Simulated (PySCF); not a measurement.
**How the numerical set-up moves the result for SiAs**

Aim: see how much the energy and properties of SiAs depend on the numerical set-up.

Computed with PySCF 2.14.0. Level: method and basis as typed in the scripts.

### Step 1. The starting structure

SiAs: 2 atoms, charge 0, spin multiplicity 2.

Bond lengths: Si1–As2 2.061 Å.

### Step 2. The run that the others are compared with

The input, input.py:

```python
from pyscf import gto, scf, mp

mol = gto.M(
    atom='Si 0 0 0; As 0 0 2.061',
    basis='pcseg-1',
    charge=0,
    spin=1,
    symmetry=True,
    verbose=3,
)
mf = scf.UHF(mol)
mf = mf.density_fit(auxbasis='def2-universal-jkfit')
mf.kernel()
mp.MP2(mf).kernel()
mf.dip_moment()
print('orbital energies (hartree):', [e[max(0, n-3):n+3].round(4) for e, n in zip(mf.mo_energy, mol.nelec)])
```

Command:

```
> OMP_NUM_THREADS=1 python input.py
```

Its log is not repeated here.

Base result: E(SCF) = -2522.741862 Eh, E(MP2) − E(SCF) = -0.20035 Eh, ⟨S²⟩ = 0.780, μ = 1.54 D (of the SCF density).

The bond length is a typed value, not an optimised one.

### Step 3. Cc-pvdz-dk (X2C on)

Edit 1 changes basis set: pcseg-1 → cc-pvdz-dk; spin-free X2C: off → on.

The input, input.py:

```python
from pyscf import gto, scf, mp

mol = gto.M(
    atom='Si 0 0 0; As 0 0 2.061',
    basis='cc-pvdz-dk',
    charge=0,
    spin=1,
    symmetry=True,
    verbose=3,
)
mf = scf.UHF(mol)
mf = mf.sfx2c1e()
mf = mf.density_fit(auxbasis='def2-universal-jkfit')
mf.kernel()
mp.MP2(mf).kernel()
mf.dip_moment()
print('orbital energies (hartree):', [e[max(0, n-3):n+3].round(4) for e, n in zip(mf.mo_energy, mol.nelec)])
```

Command:

```
> OMP_NUM_THREADS=1 python input.py
```

### Step 4. Cartesian functions on

Edit 2 changes Cartesian functions: off → on.

input.py, as its differences from that of step 2:

```diff
@@ -8,2 +8,3 @@
     symmetry=True,
+    cart=True,
     verbose=3,
```

### Step 5. Sbkjc (core potential on)

Edit 3 changes basis set: pcseg-1 → sbkjc; core potential: off → on. The core potential changes with it, and so the count of electrons: totals don't compare.

input.py, as its differences from that of step 2:

```diff
@@ -4,3 +4,4 @@
     atom='Si 0 0 0; As 0 0 2.061',
-    basis='pcseg-1',
+    basis='sbkjc',
+    ecp={'Si': 'sbkjc', 'As': 'sbkjc'},
     charge=0,
```

### Step 6. Cc-pvdz

Edit 4 changes basis set: pcseg-1 → cc-pvdz.

input.py, as its differences from that of step 2:

```diff
@@ -4,3 +4,3 @@
     atom='Si 0 0 0; As 0 0 2.061',
-    basis='pcseg-1',
+    basis='cc-pvdz',
     charge=0,
```

### Step 7. Def2-svp

Edit 5 changes basis set: pcseg-1 → def2-svp.

input.py, as its differences from that of step 2:

```diff
@@ -4,3 +4,3 @@
     atom='Si 0 0 0; As 0 0 2.061',
-    basis='pcseg-1',
+    basis='def2-svp',
     charge=0,
```

Q: Predict the outcome of this session. Wanted: for each run, E(SCF); from base; gap, α spin; dipole; after the SCF.

The runs gave:

```tsv
run	E(SCF) (hartree)	from base (eV)	gap, α spin (eV)	dipole (D)	functions	after the SCF
base	-2522.741862	0	9.45	1.54	45	MP2 correlation -5.452 eV
cc-pvdz-dk (X2C on)	-2548.393254	not comparable	9.47	1.39	45	MP2 correlation -5.854 eV
Cartesian functions on	-2522.765026	-0.6303	9.45	1.51	n/a	MP2 correlation -5.712 eV
sbkjc (core potential on)	-9.688793	not comparable	n/a	1.54	16	MP2 correlation -2.693 eV
cc-pvdz	-2523.028727	-7.8060	9.49	1.44	45	MP2 correlation -5.786 eV
def2-svp	-2522.684472	+1.5617	9.54	1.41	50	MP2 correlation -9.528 eV
```

**Reading.** The largest comparable shift of the SCF energy, -7.806 eV, comes with the run “cc-pvdz”. cc-pvdz (45 functions) gives an energy 7.81 eV lower than pcseg-1 (45). def2-svp (50 functions) gives an energy 1.56 eV higher than pcseg-1 (45); size alone doesn't order basis sets of different families.
